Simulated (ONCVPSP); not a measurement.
**An ONCV potential for F, from input to tests**

Task: generate the file, and judge it by its errors in other configurations, its logarithmic derivatives, its ghosts and its cutoff.

Method: ONCVPSP 4.0.1, PBEsol, scalar-relativistic.

### 1 Starting point

The settings as typed:

| Quantity | Value |
| --- | --- |
| element | fluorine (F, Z = 9) |
| type | optimised norm-conserving Vanderbilt (ONCV) |
| frozen core | [He] |
| valence charge | 7 |
| reference configuration | 2s2 2p5 |
| partial waves | 2s: rc 0.75 bohr, ncon 4, nbas 7, qcut 7.5 1/bohr, local; 2p: rc 1.25 bohr, ncon 4, nbas 8, qcut 11.7 1/bohr, 2 projectors, debl 3.5 Ha; d scattering state at 0.05 Ha: rc 0.95 bohr, ncon 4, nbas 7, qcut 10.9 1/bohr, 2 projectors, debl 2.2 Ha |
| local potential | the s channel |
| core correction | not asked for |

### 2 Generating the potential

File F.dat:

```
# ATOM AND REFERENCE CONFIGURATION
# atsym  z   nc   nv     iexc    psfile
  F 9.00    1    2  -116133      upf
#
#   n    l    f
    1    0    2.00
    2    0    2.00
    2    1    5.00
#
# PSEUDOPOTENTIAL AND OPTIMIZATION
# lmax
    2
#
#   l,   rc,      ep,       ncon, nbas, qcut
    0    0.75    0.00    4    7    7.50
    1    1.25    0.00    4    8   11.70
    2    0.95    0.05    4    7   10.90
#
# LOCAL POTENTIAL
# lloc, lpopt,  rc(5),   dvloc0
    0    5    0.75    0.00
#
# VANDERBILT-KLEINMAN-BYLANDER PROJECTORs
# l, nproj, debl
    0    0    2.10
    1    2    3.50
    2    2    2.20
#
# MODEL CORE CHARGE
# icmod, fcfact, rcfact
    0    0.00    0.00
#
# LOG DERIVATIVE ANALYSIS
# epsh1, epsh2, depsh
   -3.00    5.00    0.02
#
# OUTPUT GRID
# rlmax, drl
    6.00    0.01
#
# TEST CONFIGURATIONS
# ncnf
    4
# nvcnf
#   n    l    f
    2
    2    0    2.00
    2    1    4.00
#
    2
    2    0    2.00
    2    1    3.00
#
    2
    2    0    2.00
    2    1    2.00
#
    2
    2    0    2.00
    2    1    4.50
#
```

On the command line:

```console
oncvpsp.x < F.dat > F.out
```

Q: Predict the outcome of this session. Wanted: cutoffs for 1 and 0.1 mHa per electron, occupied waves; bound ghosts; GHOST(+) flags; largest test error; largest phase difference near zero energy, channels read.

As calculated:

```
                                                quantity                  value
  cutoffs for 1 and 0.1 mHa per electron, occupied waves      174 Ha and 217 Ha
                                            bound ghosts             none found
                                          GHOST(+) flags     none at low energy
                            largest test error (AE − PS)  +498 meV, for 2s2 2p2
largest phase difference near zero energy, channels read              0.002 rad
```

In words: The worst unpolarised test, 2s2 2p2, is off by 498 meV on 118.1 eV; by total energies transferability rates as poor. That test lies far up in energy; among those under 40 eV, nearer to bonding, the largest error is 15 meV. The potential is very hard: the looser tolerance needs 174 Ha. At the looser tolerance the 2s wave is the slowest; 2p needs 46 Ha. The program's ghost test flags no bound state. Near zero energy the phases of the channels with partial waves agree within 0.002 rad. All of this concerns the isolated atom, not yet a solid.
